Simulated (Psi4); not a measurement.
# CHClFNSi (SMILES FC1=N[SiH]1Cl) at OMP2/6-31G(d) (density fitting for correlation, spherical functions)

What is the vertical ionisation energy of CHClFNSi at OMP2/6-31G* (density fitting for correlation, spherical functions)? 

The results are computed with Psi4 1.11.

1 further run of the same task is left out (it didn't finish).

## Step 1: Starting point

The species is CHClFNSi (6 atoms), meant as a singlet with charge 0. As SMILES, `FC1=N[SiH]1Cl`. The shape is that of a PBE0-D4/def2-TZVP optimisation.

Bond lengths: F1–C2 1.310 Å, C2–N3 1.270 Å, C2–Si4 1.756 Å, N3–Si4 1.774 Å, Si4–Cl5 2.023 Å, Si4–H6 1.469 Å. Angles: F1–C2–N3 128.1°, F1–C2–Si4 162.2°, N3–C2–Si4 69.7°, C2–N3–Si4 68.1°, C2–Si4–N3 42.2°, C2–Si4–Cl5 123.2°, N3–Si4–Cl5 119.8°, C2–Si4–H6 125.2°, N3–Si4–H6 120.9°, Cl5–Si4–H6 109.4°.

## Step 2: A single-point energy at OMP2/6-31G(d) (density fitting for correlation, spherical functions)

File run.py:

```python
import psi4

psi4.set_memory(2200000000)
psi4.set_num_threads(1)
psi4.core.set_output_file('psi4.out', False)

geom = psi4.geometry("""
0 1
F      0.158300    -2.281300    -0.638700
C      0.216600    -1.043700    -0.212100
N      1.240300    -0.391700     0.161000
Si    -0.233900     0.593200     0.234800
Cl    -0.525700     2.070200    -1.116500
H     -0.813600     0.989400     1.525400
units angstrom
symmetry c1
no_reorient
no_com
""")

psi4.set_options({
    'basis': '6-31G*',
    'reference': 'rhf',
    'puream': True,
    'e_convergence': 1e-09,
    'd_convergence': 1e-08,
    'scf_type': 'pk',
    'num_frozen_docc': 13,
})

e, wfn = psi4.energy("omp2", return_wfn=True)
print(f'omp2 energy: {e:.10f} Eh')
```

Run with:

```sh
$ python run.py
```

psi4.out:

```text
[...]
  Running in c1 symmetry.
[...]
  Nuclear repulsion =  257.916144657430209
[...]
  Multiplicity = 1
[...]
  Nalpha       = 27
  Nbeta        = 27
[...]
    Number of basis functions: 80
[...]
   @RHF iter   1:  -940.61859345681034   -3.18800e-01   5.58796e-03 ADIIS/DIIS
[...]
   @RHF iter  13:  -940.71859444851088   -2.95586e-12   6.59495e-09 DIIS
[...]
    Orbital Energies [Eh]
    ---------------------
    Doubly Occupied:
       1A   -104.841764     2A    -68.863476     3A    -26.342296
       4A    -15.592030     5A    -11.380570     6A    -10.583987
       7A     -8.052086     8A     -8.049456     9A     -8.049315
      10A     -6.219366    11A     -4.326253    12A     -4.325553
      13A     -4.324547    14A     -1.664641    15A     -1.274085
      16A     -1.134078    17A     -0.848779    18A     -0.774956
      19A     -0.721717    20A     -0.692058    21A     -0.652888
      22A     -0.579080    23A     -0.556173    24A     -0.512676
      25A     -0.488604    26A     -0.467089    27A     -0.400911
[...]
  @RHF Final Energy:  -940.71859444851088
   => Energetics <=
    Nuclear Repulsion Energy =            257.9161446574302090
    One-Electron Energy =               -1813.8326090010059488
    Two-Electron Energy =                 615.1978698950647413
    Total Energy =                       -940.7185944485108848
[...]
 Multipole Moments:
 ------------------------------------------------------------------------------------
     Multipole            Electronic (a.u.)      Nuclear  (a.u.)        Total (a.u.)
 ------------------------------------------------------------------------------------
 L = 1.  Multiply by 2.5417464519 to convert [e a0] to [Debye]
 Dipole X            :          2.1897722           -3.0588997           -0.8691275
 Dipole Y            :        -27.8416571           28.2548071            0.4131500
 Dipole Z            :         38.3917682          -37.9113076            0.4804606
 Magnitude           :                                                    1.0756011
[...]
	Warning: cc_lambda option is changed to TRUE
	For this residual convergence, default PCG convergence is:     1.00e-07
[...]
	DF-MP2 Total Energy (a.u.)         :  -941.37214064035402
[...]
	DF-MP2 Total Energy (a.u.)         :  -941.38430563221686
[...]
	DF-OMP2 Total Energy (a.u.)        :  -941.38430563222823
[...]
```

Standard output:

```text
omp2 energy: -941.3843056322 Eh
```

Wall time 14 s (1 thread of Intel Xeon 6975P-C (Granite Rapids), shared host); peak memory 0.28 GiB.

## Step 3: The doublet cation at the same level

File input.inp:

```
memory 2.2 GB

molecule {
  1 2
  F
  C 1 1.310359
  N 2 1.269752 1 128.06143
  Si 2 1.755594 3 69.71529 1 -178.74288
  Cl 4 2.023039 2 123.20994 3 99.35372
  H 4 1.469243 2 125.1896 3 -99.10552
  symmetry c1
}

set {
  basis           6-31G*
  reference       uhf
  puream          true
  e_convergence   1e-09
  d_convergence   1e-08
  scf_type        pk
  num_frozen_docc 13
  maxiter         100
}

result = energy("omp2")
```

Run with:

```sh
$ psi4 -n 1 input.inp input.out
```

input.out:

```text
[...]
  Running in c1 symmetry.
[...]
  Nuclear repulsion =  257.916157043417343
[...]
  Multiplicity = 2
[...]
  Nalpha       = 27
  Nbeta        = 26
[...]
    Number of basis functions: 80
[...]
   @UHF iter   1:  -940.24779439669419    5.19986e-02   5.64888e-03 DIIS/ADIIS
[...]
   @UHF iter  23:  -940.38298696523702   -5.11591e-12   9.75862e-09 DIIS
[...]
   @S^2 Observed:                7.978564250E-01
[...]
    Orbital Energies [Eh]
    ---------------------
    Alpha Occupied:
       1A   -105.039736     2A    -69.127420     3A    -26.604860
       4A    -15.944643     5A    -11.677045     6A    -10.780267
       7A     -8.247984     8A     -8.245879     9A     -8.245026
      10A     -6.480985    11A     -4.589195    12A     -4.586767
      13A     -4.584453    14A     -1.919587    15A     -1.610864
      16A     -1.327700    17A     -1.119584    18A     -1.074392
      19A     -0.983802    20A     -0.967089    21A     -0.918097
      22A     -0.837345    23A     -0.823344    24A     -0.762494
      25A     -0.739401    26A     -0.688464    27A     -0.680616
    Alpha Virtual:
[...]
  @UHF Final Energy:  -940.38298696523702
   => Energetics <=
    Nuclear Repulsion Energy =            257.9161570434173427
    One-Electron Energy =               -1800.5208364881302714
    Two-Electron Energy =                 602.2216924794759052
    Total Energy =                       -940.3829869652370235
  UHF NO Occupations:
  HONO-2 :   25  A 1.9939263
  HONO-1 :   26  A 1.9837841
[...]
 Multipole Moments:
 ------------------------------------------------------------------------------------
     Multipole            Electronic (a.u.)      Nuclear  (a.u.)        Total (a.u.)
 ------------------------------------------------------------------------------------
 L = 1.  Multiply by 2.5417464519 to convert [e a0] to [Debye]
 Dipole X            :          0.9819291           -2.1430174           -1.1610882
 Dipole Y            :         -0.2911796            0.2635136           -0.0276660
 Dipole Z            :         -2.2521887            2.2144746           -0.0377141
 Magnitude           :                                                    1.1620300
[...]
	Warning: cc_lambda option is changed to TRUE
	For this residual convergence, default PCG convergence is:     1.00e-07
[...]
	DF-SCS-MP2 Total Energy (a.u.)     :  -940.98368414371532
	DF-SOS-MP2 Total Energy (a.u.)     :  -940.97228590649502
[...]
	DF-SCS-OMP2 Total Energy (a.u.)    :  -941.00515811715434
	DF-SOS-OMP2 Total Energy (a.u.)    :  -940.94220526674462
	DF-SCS(N)-OMP2 Total Energy (a.u.) :  -940.68646989891636
[...]
	DF-OMP2 Total Energy (a.u.)        :  -941.03304274621428
[...]
```

It took 39 s on 1 thread of Intel Xeon 6975P-C (Granite Rapids), shared host; peak memory 0.28 GiB.

## Step 4: What came out

Level: OMP2/6-31G* (density fitting for correlation, spherical functions), 13 core orbitals frozen.

```
                                                                  quantity          value
                                            singlet CHClFNSi: total energy  -941.38431 Eh
                     singlet CHClFNSi: HOMO energy (Hartree–Fock orbitals)      -10.91 eV
                     singlet CHClFNSi: LUMO energy (Hartree–Fock orbitals)        2.59 eV
                   singlet CHClFNSi: HOMO–LUMO gap (Hartree–Fock orbitals)       13.50 eV
            singlet CHClFNSi: correlation energy (13 core orbitals frozen)     -665.7 mEh
                                              doublet cation: total energy  -941.03304 Eh
doublet cation: HOMO energy (Hartree–Fock orbitals) (highest over α and β)      -18.51 eV
 doublet cation: LUMO energy (Hartree–Fock orbitals) (lowest over α and β)       -7.42 eV
              doublet cation: correlation energy (13 core orbitals frozen)     -650.1 mEh
                         doublet cation: ⟨S²⟩ of the reference determinant          0.798
                        vertical ionisation energy (to the doublet cation)       9.558 eV
```

What this shows: Removing an electron at fixed nuclei costs 9.56 eV (220 kcal/mol).
